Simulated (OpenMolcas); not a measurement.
# W⁵⁺ with 6 ligands (oxide): CASSCF and CASPT2 levels and susceptibility

Which state of W⁵⁺ lies lowest among these ligands, how large is the field, and what χT follows?

The numbers are computed with OpenMolcas 26.06 (state-averaged CASSCF and CASPT2, spin-orbit coupling by RASSI with atomic mean-field integrals), except any that are marked as measured or tabulated.

## (1) What is computed

```
Species                           : W⁵⁺ (tungsten, Z = 74, 69 electrons)
Basis                             : ANO-RCC-VTZP [8s7p5d3f2g1h], 188 functions with the ligands
Scalar Hamiltonian                : DKH2, point nucleus
Inactive shells                   : 1s 2s 2p 3s 3p 3d 4s 4p 4d 4f 5s 5p of the metal, and all ligand shells
Active space                      : 1 electron in 5 orbitals (5d)
Some configurations of this space : 5d
Orbitals                          : optimised for each spin and parity, averaged over all roots
```

Outer shells as boxes (Hund's rule):

5d
```
5d [↑ ][  ][  ][  ][  ]
```

W⁵⁺ is taken with 6 ligands (oxide) in octahedron coordination (Oh) at 2.06 Å. A charge of +1.17 e stands 2.6 Å behind each ligand. Ligand basis ANO-RCC-VDZP. The distances are assumed, not relaxed.

```xyz
7

W     0.0000    0.0000    0.0000
O     2.0600    0.0000    0.0000
O     0.0000    2.0600    0.0000
O    -2.0600    0.0000    0.0000
O     0.0000   -2.0600    0.0000
O     0.0000    0.0000    2.0600
O     0.0000    0.0000   -2.0600
```

Each step is its own input file, run in one work folder so that later steps find the files of earlier ones. Labels, J, g values, rates, χT and fits are worked out afterwards by a script from the matrices that RASSI stores. The input lists half of the charges; inversion (Group=XYZ) makes the rest.

## (2) One- and two-electron integrals

Input file a.inp:

```
&GATEWAY
Coord
7

W 0.0 0.0 0.0
O 2.060000 0.000000 0.000000
O 0.000000 2.060000 0.000000
O -2.060000 0.000000 0.000000
O 0.000000 -2.060000 0.000000
O 0.000000 0.000000 2.060000
O 0.000000 0.000000 -2.060000
Basis=W.ANO-RCC-VTZP,O.ANO-RCC-VDZP
Group=XYZ
NoMove
AngMom=0.0 0.0 0.0
AMFI
RICD
XField
3 Angstrom 0
4.660000 0.000000 0.000000 1.166667
0.000000 4.660000 0.000000 1.166667
0.000000 0.000000 4.660000 1.166667
&SEWARD
```

Started as:

```
$ OMP_NUM_THREADS=1 MOLCAS_MEM=2457 MOLCAS_PROJECT=a pymolcas a.inp > a.log
```

## (3) Reference wave functions, doublets of even parity, 5 roots

Input file a.inp:

```
&RASSCF
FileOrb=start.orb
Symmetry=1
Spin=2
nActEl=1 0 0
Inactive=30 34
Ras2=5 0
CIRoot=5 5 1
SDav=5
CIMx=300
Iter=150 100
PrWF=0.3
OrbListing=Nothing
MaxOrb=0
LevShft=1.0
>>> COPY $Project.JobIph JOB001
```

start.orb holds start orbitals that the driver prepared beforehand, or those of the step before.

## (4) RASSI: spin-orbit coupling between the states

Input file a.inp:

```
&RASSI
NrOfJobIphs=1 5
1 2 3 4 5
IphNames
JOB001
EJob
SpinOrbit
DIPRint=1.0
SOCoupling=1000.0
Subsets=2
Property=9
'ANGMOM' 1 'ANGMOM' 2 'ANGMOM' 3 'MLTPL  1' 1 'MLTPL  1' 2 'MLTPL  1' 3
'AMFI' 1 'AMFI' 2 'AMFI' 3
SOProperty=3
'ANGMOM' 1 'ANGMOM' 2 'ANGMOM' 3
```

## (5) CASPT2: IPEA 0.25, imaginary shift 0.1 (32 orbitals frozen, the lowest in energy)

Input file a.inp:

```
>>> COPY JOB001 $Project.JobIph
&CASPT2
Multistate=5 1 2 3 4 5
NoMult
Frozen=17 15
IPEA=0.25
Imaginary=0.1
MaxIter=60
WThr=0.0 0.3 0.05
PrWF=0.5
NoMix
```

(Steps that only read results are left out.)

Before running it: what results should come out? Wanted: spin-free ground state; first state of the same spin within the active space; lowest level; next level.

The runs gave:

| quantity | value |
| --- | --- |
| method | SS-CASPT2, IPEA 0.25, imaginary shift 0.1 (32 orbitals frozen, the lowest in energy) |
| spin-free ground state | 2T2, 3-fold in its orbital part |
| first state of the same spin within the active space | 2E at 24900 cm⁻¹ |
| lowest level | 4-fold Γ8 |
| next level | 4561.6 cm⁻¹ |
| χT at 300 K | 0.04 cm³ K/mol |
| effective moment at 300 K | 0.56 μB |

Cost by method:

```
                                                                                 method  time of its own steps  time with the reference
                                                                              A. CASSCF                   32 s                     32 s
B. SS-CASPT2, IPEA 0.25, imaginary shift 0.1 (32 orbitals frozen, the lowest in energy)                   30 s                     62 s
```

Times are of one thread on a shared host.

What this shows: The spin-free ground state (2T2) is 3-fold and keeps the highest spin of the shell. χT at 300 K is 0.04, against 0.38 cm³ K/mol for the spin alone, so orbital moment lowers it. A ligand-field fit to the states below 45000 cm-1 gives 10Dq = 24899 cm-1, the gap between the two states. CASPT2 does not keep the components of a term degenerate, and the means are used. The frozen orbitals are chosen by energy, so an outer shell of the metal can be frozen while a deeper shell elsewhere is correlated. The bonds are covalent and no ligand orbital is active, so the numbers are rough. Bare point charges leave oxide and sulfide ligands too diffuse, so the field comes out too small.
